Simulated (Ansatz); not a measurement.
# CH₉FSi₃: one species, many methods

How much do the methods differ for CH₉FSi₃? The plan is to run it at one geometry with functionals of several rungs and with coupled cluster, and see how far each lands from CCSD(T) at the basis-set limit for the atomisation energy.

Program: Ansatz 0.2.0, Gaussian basis. Level of theory: functionals in def2-TZVPP, the program's frozen cores in correlated methods. These are calculated values, not measurements.

The runs, in order: PBE-D4, r2SCAN-D4, PBE0-D4, B3LYP-D4, ωB97X-V, ωB97M-V, B2PLYP; CCSD(T)/def2-TZVPP; MP2/def2-QZVPP; extrapolation to the limit.

### 1 The geometry

An earlier PBE0-D4 in a triple-zeta def2 set relaxation fixed the geometry.

SMILES `FC[SiH]([SiH3])[SiH3]`, 14 atoms, charge 0, spin multiplicity 1.

Atoms are counted from 1 here; the program's logs count them from 0.

Bond lengths: F1–C2 1.391 Å, C2–Si3 1.908 Å, C2–H6 1.095 Å, C2–H7 1.095 Å, Si3–Si4 2.340 Å, Si3–Si5 2.340 Å, Si3–H8 1.493 Å, Si4–H9 1.488 Å, Si4–H10 1.486 Å, Si4–H11 1.489 Å, Si5–H12 1.486 Å, Si5–H13 1.488 Å, Si5–H14 1.489 Å. Angles: F1–C2–Si3 110.0°, F1–C2–H6 108.1°, F1–C2–H7 108.1°, Si3–C2–H6 111.2°, Si3–C2–H7 111.2°, H6–C2–H7 108.0°, C2–Si3–Si4 110.2°, C2–Si3–Si5 110.2°, C2–Si3–H8 106.5°, Si4–Si3–Si5 111.0°, Si4–Si3–H8 109.4°, Si5–Si3–H8 109.4°, Si3–Si4–H9 109.6°, Si3–Si4–H10 110.3°, Si3–Si4–H11 110.6°, H9–Si4–H10 108.7°, H9–Si4–H11 108.7°, H10–Si4–H11 108.9° and more.

Coordinates:

```mol
CH9FSi3
  3D, bonds by distance, orders not assigned

 14 13  0  0  0  0  0  0  0  0999 V2000
   -1.3325    0.5776    1.9373 F   0  0
   -0.0713    1.0710    1.6207 C   0  0
    0.5431    0.2958   -0.0112 Si  0  0
   -0.8999    0.8563   -1.7658 Si  0  0
    0.7266   -2.0258    0.2155 Si  0  0
   -0.1421    2.1605    1.5401 H   0  0
    0.6041    0.8366    2.4499 H   0  0
    1.8934    0.8766   -0.2746 H   0  0
   -0.3398    0.3602   -3.0518 H   0  0
   -2.2335    0.2347   -1.5551 H   0  0
   -1.0662    2.3330   -1.8553 H   0  0
   -0.6158   -2.6322    0.4142 H   0  0
    1.3333   -2.6021   -1.0148 H   0  0
    1.5877   -2.3716    1.3796 H   0  0
  1  2  8  0
  2  3  8  0
  3  4  8  0
  3  5  8  0
  2  6  8  0
  2  7  8  0
  3  8  8  0
  4  9  8  0
  4 10  8  0
  4 11  8  0
  5 12  8  0
  5 13  8  0
  5 14  8  0
M  END
```

### 2 PBE-D4 (GGA)

in.yaml

```yaml
crystal:
  periodic: [false, false, false]
  atoms:
    - {symbol: F, position_ang: [-1.332477, 0.577649, 1.937318]}
    - {symbol: C, position_ang: [-0.071284, 1.070993, 1.620733]}
    - {symbol: Si, position_ang: [0.543080, 0.295779, -0.011207]}
    - {symbol: Si, position_ang: [-0.899919, 0.856318, -1.765771]}
    - {symbol: Si, position_ang: [0.726584, -2.025840, 0.215492]}
    - {symbol: H, position_ang: [-0.142149, 2.160531, 1.540104]}
    - {symbol: H, position_ang: [0.604092, 0.836646, 2.449933]}
    - {symbol: H, position_ang: [1.893376, 0.876615, -0.274602]}
    - {symbol: H, position_ang: [-0.339819, 0.360220, -3.051828]}
    - {symbol: H, position_ang: [-2.233453, 0.234716, -1.555068]}
    - {symbol: H, position_ang: [-1.066184, 2.332955, -1.855343]}
    - {symbol: H, position_ang: [-0.615816, -2.632165, 0.414178]}
    - {symbol: H, position_ang: [1.333281, -2.602074, -1.014820]}
    - {symbol: H, position_ang: [1.587685, -2.371644, 1.379580]}
basis:
  gaussian: {orbitals: def2-TZVPP}
hamiltonian: {xc: pbe, dispersion: d4}
output: {forces: true, orbitals: {seedname: orbitals}}
```

Run with:

```bash
> ansatz run in.yaml --threads 2 --pin off --events-out ev --progress --plain --max-ram 22528MiB --backend cuda --devices 0, --max-vram 18GiB
```

Further steps of the session: r2SCAN-D4 (meta-GGA); PBE0-D4 (hybrid); B3LYP-D4 (hybrid); ωB97X-V (range-separated); ωB97M-V (range-separated); B2PLYP (double hybrid); CCSD(T) in def2-TZVPP; MP2 in def2-QZVPP.

Q: Predict the results of all the runs planned. Wanted: atomisation energy, CCSD(T)/CBS; farthest; mean size of error, hybrid; mean size of error, range-separated; gap, smallest and largest; T1 diagnostic; triples share of the correlation energy.

The runs gave:

```
                               quantity                                 value
        atomisation energy, CCSD(T)/CBS                             45.616 eV
    functionals within 0.228 eV (0.5 %)  PBE-D4, r2SCAN-D4, B3LYP-D4, ωB97M-V
                               farthest                    B2PLYP (-0.751 eV)
             mean size of error, hybrid                              0.222 eV
    mean size of error, range-separated                              0.206 eV
              gap, smallest and largest  5.61 eV (PBE-D4), 11.73 eV (ωB97X-V)
                          T1 diagnostic                                0.0129
triples share of the correlation energy                                 3.3 %
```

**Reading.** PBE-D4 is off by -0.057 eV. Double hybrids carry the basis error of their MP2 part in triple zeta, and no dispersion term here, so their miss is partly the set-up's. Misses under about 0.228 eV are within the doubt on the reference itself, which lacks core-valence correlation, relativity and higher excitations. Hartree-Fock recovers 75 % of the binding; the rest is correlation. The gap grows from 5.6 to 11.7 eV across the functionals, mostly with the share of exact exchange.
